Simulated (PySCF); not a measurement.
**CH4AlFO (SMILES C[O][AlH][F]): levels of theory compared**

We compute a comparison of 6 runs (HF/STO-3G, B3LYP/6-31G*, PBE0/def2-SVP, PBE0/pcseg-1, TPSSh/def2-SVP, CAM-B3LYP/pcseg-2) of CH4AlFO. Input form: a Python script.

Program for the calculation: PySCF 2.14.0.

1 further run of the same task is left out (set aside as unsound or not needed).

### Step 1. The system as given

The species is CH4AlFO (8 atoms), meant as a singlet with charge 0. As SMILES, `C[O][AlH][F]`. The shape is that of a PBE0-D4/def2-TZVP optimisation. This is one conformer, not always the lowest.

Bond lengths: C1–O2 1.399 Å, O2–Al3 1.670 Å, Al3–F4 1.649 Å, C1–H5 1.094 Å, C1–H6 1.096 Å, C1–H7 1.094 Å, Al3–H8 1.562 Å. Angles: C1–O2–Al3 138.4°, O2–Al3–F4 119.9°, O2–C1–H5 109.9°, O2–C1–H6 112.4°, O2–C1–H7 109.9°, O2–Al3–H8 120.2°, F4–Al3–H8 119.9°, H5–C1–H6 108.3°, H5–C1–H7 108.0°, H6–C1–H7 108.3°.

### Step 2. Energy and forces at HF/STO-3G (run 1)

File input.py:

```python
from pyscf import gto

mol = gto.M(
    atom='''
C        0.299200       1.250100      -0.037400
O        0.135200       0.005600       0.579400
Al      -0.314700      -1.547000       0.158600
F       -0.714900      -1.892400      -1.403300
H        1.331100       1.593600       0.084600
H        0.072400       1.218300      -1.108800
H       -0.359600       1.988000       0.430700
H       -0.356500      -2.673300       1.240500
''',
    spin=0,
    charge=0,
    verbose=4,
    max_memory=1860,
    basis='sto-3g',
)

hf = mol.RHF()
hf.conv_tol = 1e-10
hf.kernel()
if not hf.converged:
    hf = hf.newton().run(hf.mo_coeff, hf.mo_occ)

e_final = hf.e_tot
print('E = %.10f Eh' % e_final)
grad = hf.nuc_grad_method().kernel()
hf.analyze()
```

Launch:

```
$ OMP_NUM_THREADS=1 python input.py
```

What it wrote:

```text
PySCF version 2.14.0

[... 79 lines left out ...]
Two-electron Energy =                  337.783601372503995
[... 6 lines left out ...]
MO #3   energy= -20.1262379793252  occ= 2
[... 4 lines left out ...]
MO #8   energy= -2.97531230295735  occ= 2
[... 4 lines left out ...]
MO #13  energy= -0.554399496040186 occ= 2
[... 4 lines left out ...]
MO #18  energy= -0.356378976729646 occ= 2
[... 4 lines left out ...]
MO #23  energy= 0.615245608647088  occ= 0
[... 4 lines left out ...]
MO #28  energy= 0.850879936625482  occ= 0
[... 39 lines left out ...]
Dipole moment(X, Y, Z, Debye):  0.02646,  0.05311,  0.08254
```

It took 3 s on 1 thread of Intel Xeon at 2.50GHz (Skylake/Cascade Lake), shared host; peak memory 0.12 GiB.

### Step 3. Energy and forces at B3LYP/6-31G(d) (Cartesian functions) (run 2)

File start.xyz:

```xyz
8

C      0.299200     1.250100    -0.037400
O      0.135200     0.005600     0.579400
Al    -0.314700    -1.547000     0.158600
F     -0.714900    -1.892400    -1.403300
H      1.331100     1.593600     0.084600
H      0.072400     1.218300    -1.108800
H     -0.359600     1.988000     0.430700
H     -0.356500    -2.673300     1.240500
```

File input.py:

```python
from pyscf import gto, dft

mol = gto.M(
    atom='start.xyz',
    max_memory=1860,
    basis='6-31g*',
    cart=True,
    verbose=4,
)

mf = dft.RKS(mol, xc='b3lyp')
mf.conv_tol = 1e-10
mf.grids.level = 5
mf.kernel()
if not mf.converged:
    mf = mf.newton().run(mf.mo_coeff, mf.mo_occ)

etot = mf.e_tot
print('E(%s) = %.9f' % ('B3LYP', etot))
grad = mf.nuc_grad_method().kernel()
dip = mf.dip_moment()
pop, q = mf.mulliken_pop()
```

Launch:

```
$ OMP_NUM_THREADS=1 python input.py
```

What it wrote:

```text
PySCF version 2.14.0

[... 77 lines left out ...]
converged SCF energy = -458.118114931227
[... 13 lines left out ...]
Dipole moment(X, Y, Z, Debye):  0.30247,  1.09127,  0.24489
[... 81 lines left out ...]
charge of    7H =     -0.09174
```

It took 42 s on 1 thread of Intel Xeon at 2.50GHz (Skylake/Cascade Lake), shared host; peak memory 0.71 GiB.

Run 3 isn't shown in full; the table further down has it.

### Step 4. Energy and forces at PBE0/pcseg-1 (run 4)

File run.py:

```python
# C[O][AlH][F]
from pyscf import gto, dft

molecule = gto.Mole()
molecule.atom = '''
C      0.299200     1.250100    -0.037400
O      0.135200     0.005600     0.579400
Al    -0.314700    -1.547000     0.158600
F     -0.714900    -1.892400    -1.403300
H      1.331100     1.593600     0.084600
H      0.072400     1.218300    -1.108800
H     -0.359600     1.988000     0.430700
H     -0.356500    -2.673300     1.240500
'''
molecule.spin = 0
molecule.max_memory = 1860
molecule.charge = 0
molecule.verbose = 4
molecule.basis = 'pcseg-1'
molecule.build()

mf = dft.RKS(molecule)
mf.xc = 'pbe0'
mf.grids.level = 5
mf.conv_tol = 1e-10
mf.kernel()
if not mf.converged:
    mf = mf.newton().run(mf.mo_coeff, mf.mo_occ)

e_final = mf.e_tot
print('Final energy', e_final)
grad = mf.nuc_grad_method().kernel()
mf.analyze()
```

Launch:

```
$ OMP_NUM_THREADS=1 python run.py
```

What it wrote:

```text
PySCF version 2.14.0

[... 100 lines left out ...]
MO #3   energy= -19.1915465094674  occ= 2
[... 10 lines left out ...]
MO #14  energy= -0.465840413015235 occ= 2
[... 10 lines left out ...]
MO #25  energy= 0.0936284650990724 occ= 0
[... 10 lines left out ...]
MO #36  energy= 0.560415020727127  occ= 0
[... 10 lines left out ...]
MO #47  energy= 1.03798787491381   occ= 0
[... 10 lines left out ...]
MO #58  energy= 1.91422541956671   occ= 0
[... 10 lines left out ...]
MO #69  energy= 2.49056773920468   occ= 0
[... 10 lines left out ...]
MO #80  energy= 3.24656802764472   occ= 0
[... 91 lines left out ...]
Dipole moment(X, Y, Z, Debye):  0.34281,  1.06837,  0.46959
```

Run time: 51 s. Hardware: 1 thread of Intel Xeon at 2.50GHz (Skylake/Cascade Lake), shared host; peak memory 0.78 GiB.

Run 5 isn't shown in full; the table further down has it.

### Step 5. Energy and forces at CAM-B3LYP/pcseg-2 (run 6)

File job.py:

```python
from pyscf import gto, dft

mol = gto.M(
    atom='''
C      0.565406     2.362347    -0.070676
O      0.255491     0.010582     1.094907
Al    -0.594697    -2.923406     0.299711
F     -1.350965    -3.576118    -2.651853
H      2.515414     3.011468     0.159871
H      0.136816     2.302253    -2.095328
H     -0.679546     3.756776     0.813905
H     -0.673687    -5.051805     2.344205
''',
    unit='bohr',
    basis='pcseg-2',
    max_memory=1860,
    verbose=4,
)

myscf = dft.RKS(mol)
myscf.xc = 'cam-b3lyp'
myscf.grids.level = 5
myscf.conv_tol = 1e-10
myscf.kernel()
if not myscf.converged:
    myscf = myscf.newton().run(myscf.mo_coeff, myscf.mo_occ)

e_final = myscf.e_tot
print(f'total energy: {e_final:.8f} hartree')
grad = myscf.nuc_grad_method().kernel()
myscf.analyze()
```

Launch:

```
$ OMP_NUM_THREADS=1 python job.py
```

What it wrote:

```text
PySCF version 2.14.0

[... 102 lines left out ...]
MO #4   energy= -10.2953136078805  occ= 2
[... 21 lines left out ...]
MO #26  energy= 0.113715755951802  occ= 0
[... 21 lines left out ...]
MO #48  energy= 0.642311013156478  occ= 0
[... 21 lines left out ...]
MO #70  energy= 1.3952232742971    occ= 0
[... 21 lines left out ...]
MO #92  energy= 2.40637699246607   occ= 0
[... 21 lines left out ...]
MO #114 energy= 3.61421122866402   occ= 0
[... 21 lines left out ...]
MO #136 energy= 4.49761878895039   occ= 0
[... 21 lines left out ...]
MO #158 energy= 5.58083153166807   occ= 0
[... 21 lines left out ...]
MO #180 energy= 11.3657938762506   occ= 0
[... 191 lines left out ...]
Dipole moment(X, Y, Z, Debye):  0.32728,  1.01590,  0.45319
```

Wall time 10 min (1 thread of Intel Xeon at 2.50GHz (Skylake/Cascade Lake), shared host); peak memory 2.5 GiB.

### Step 6. Overview of the runs

```
run                               level  Cartesian functions  integration grid  energy (Eh)  dipole moment (D)  HOMO energy (eV)  LUMO energy (eV)  wall time
  1                           HF/STO-3G                   no                 –  -450.694261               0.10             -8.25              9.87        3 s
  2  B3LYP/6-31G* (Cartesian functions)                  yes                 5  -458.118115               1.16             -7.96             -0.42       42 s
  3                       PBE0/def2-SVP                   no                 5  -457.528959               1.20             -8.34             -0.19       50 s
  4                        PBE0/pcseg-1                   no                 5  -457.715418               1.22             -8.48             -0.43       51 s
  5                      TPSSh/def2-SVP                   no                 5  -457.885524               1.25             -7.52             -0.48       63 s
  6                   CAM-B3LYP/pcseg-2                   no                 5  -458.173011               1.16             -9.97              0.29     10 min
```

### Step 7. Results

| quantity | value |
| --- | --- |
| run 6: total energy | -458.17301 Eh |
| run 6: dipole moment | 1.16 D |
| run 6: HOMO energy | -9.97 eV |
| run 6: LUMO energy | 0.29 eV |
| run 6: HOMO–LUMO gap | 10.26 eV |
| run 6: largest force on an atom | 0.322 eV/Å |

What this shows: The dipole moment (its size) runs from 0.10 D (HF/STO-3G) to 1.25 D (TPSSh/def2-SVP). The two ends differ in method and basis. The HOMO–LUMO gap runs from 7.04 eV (TPSSh/def2-SVP) to 18.11 eV (HF/STO-3G). Totals of different functionals can't be ranked against each other. In run 1 the basis is minimal, so the values are rough. All runs together took 14 min, the longest 10 min.
